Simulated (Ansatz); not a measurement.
# Ti3Se under changes of volume

One of the cells (17.581 Å³/atom); the others are scaled copies at fixed shape and fractional positions:

```
Se Ti
1.0
     3.19745    0.00000    0.00000
    -1.59872    2.76907    0.00000
     0.00000    0.00000    7.94275
Se Ti
1 3
Cartesian
  0.0000 0.0000 0.0000
  1.5987 0.9230 3.9714
  0.0000 1.8460 6.1390
  0.0000 1.8460 1.8038
```

The cell comes from a database or a generator and needn't be the stable form of this composition.

| Quantity | Value |
| --- | --- |
| Program | Ansatz 0.2.0 |
| Functional | PBE |
| Potentials or basis | Ansatz PAW |
| Cutoff | 420 eV (not typed: the program's choice for these potentials) |
| k mesh | 10 × 10 × 4 |
| Occupations | fermi-dirac, width 0.05 eV |
| Spin | no spin polarisation |

```csv
volume (Å³/atom),energy over the lowest point (meV/atom),pressure (GPa),largest force (eV/Å)
16.526,25.48,8.1,0.233
16.878,?,?,?
17.230,2.78,2.5,0.083
17.581,0.00,0.1,0.021
17.933,2.21,-2.0,0.034
18.284,8.91,-4.0,0.083
18.636,19.68,-5.7,0.126
```

Problem. What does the run at 16.878 Å³/atom give?

Solution. Energy over the lowest point 11.07 meV/atom; pressure 5.2 GPa; largest force 0.154 eV/Å.

Worked out: A Birch-Murnaghan fit of order 3 (a polynomial in V^(-2/3)) to the other rows has its minimum at 17.60 Å³/atom with B0 = V·E''(V) = 113 GPa and B' = 4.1 at fixed shape and positions, which overstates the stiffness. It gives 11.07 meV/atom at 16.878 Å³/atom, against the run's 11.07, and -dE/dV = 5.1 GPa, against 5.2.

Energies are extrapolated to zero smearing.
